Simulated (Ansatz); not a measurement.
# H3OPSeSi: the cost of one run

Program: Ansatz 0.2.0 through its Python package. Level of theory: r2SCAN/def2-TZVP. These are calculated values, not measurements.

### Step 1. The structure

Bond lengths: O1–P2 1.770 Å, P2–Si3 2.190 Å, P2–Se4 2.390 Å, Si3–Se4 2.348 Å, O1–H5 0.945 Å, Si3–H6 1.457 Å, Si3–H7 1.459 Å. Angles: O1–P2–Si3 94.2°, O1–P2–Se4 92.1°, Si3–P2–Se4 61.5°, P2–O1–H5 104.9°, P2–Si3–Se4 63.4°, P2–Si3–H6 114.2°, P2–Si3–H7 114.1°, Se4–Si3–H6 112.8°, Se4–Si3–H7 111.0°, H6–Si3–H7 125.1°, P2–Se4–Si3 55.0°.

The script reads h3opsesi.xyz:

```xyz
7

O    -0.31900   -1.74250   -0.06790
P    -0.67410   -0.35770    0.97630
Si    0.01190    1.12490   -0.48190
Se    1.62090    0.30790    1.02100
H    -0.40110   -2.49840    0.49350
H     0.18320    0.60080   -1.83090
H    -0.36050    2.49700   -0.15590
```

### Step 2. The script

run_tae.py

```python
"""Energy to split H3OPSeSi into its atoms."""

from collections import Counter

import ansatz as az


def energy(molecule, charge=0, unpaired=0):
    calc = molecule.calculation().basis(gaussian="def2-TZVP").functional("r2SCAN")
    if charge:
        calc = calc.charge(charge)
    if unpaired:
        calc = calc.spin("collinear", total=unpaired)
    return calc.run(threads=1).report["free_energy_ev"]


def main() -> None:
    h3opsesi = az.Crystal.molecule_from_extxyz("h3opsesi.xyz")

    # Hund ground states
    unpaired = {"O": 2, "P": 3, "Si": 2, "Se": 2, "H": 1}
    counts = Counter(site.symbol for site in h3opsesi.cartesian_sites)
    atom_energy = {s: energy(az.Crystal.molecule().atom(s, (0, 0, 0)), 0, unpaired[s]) for s in counts}
    whole = energy(h3opsesi, 0, 0)
    for s, e in atom_energy.items():
        print(f"{s:2s} x{counts[s]}  {e:14.5f} eV")
    print(f"H3OPSeSi: {whole:.5f} eV")
    split = sum(counts[s] * e for s, e in atom_energy.items()) - whole
    print(f"atomisation energy (no zero-point term): {23.060548 * split:.1f} kcal/mol, {split / sum(counts.values()):.3f} eV an atom")


if __name__ == "__main__":
    main()
```

### Step 3. What the engine is handed

The engine receives this input (first run):

```yaml
crystal:
  periodic: [false, false, false]
  atoms:
    - { symbol: O, position_ang: [0.0, 0.0, 0.0] }
basis:
  gaussian:
    orbitals: def2-TZVP
hamiltonian:
  xc: r2scan
magnetization:
  spin_polarized: true
  initial_magnetization: 2.0
```

### Step 4. Launch

Command:

```
> python run_tae.py
```

Q: Estimate wall time and peak memory on 1 thread of Intel Xeon 6975P-C (Granite Rapids), shared host.

About 7.9 s, with a peak of 0.3 GiB.
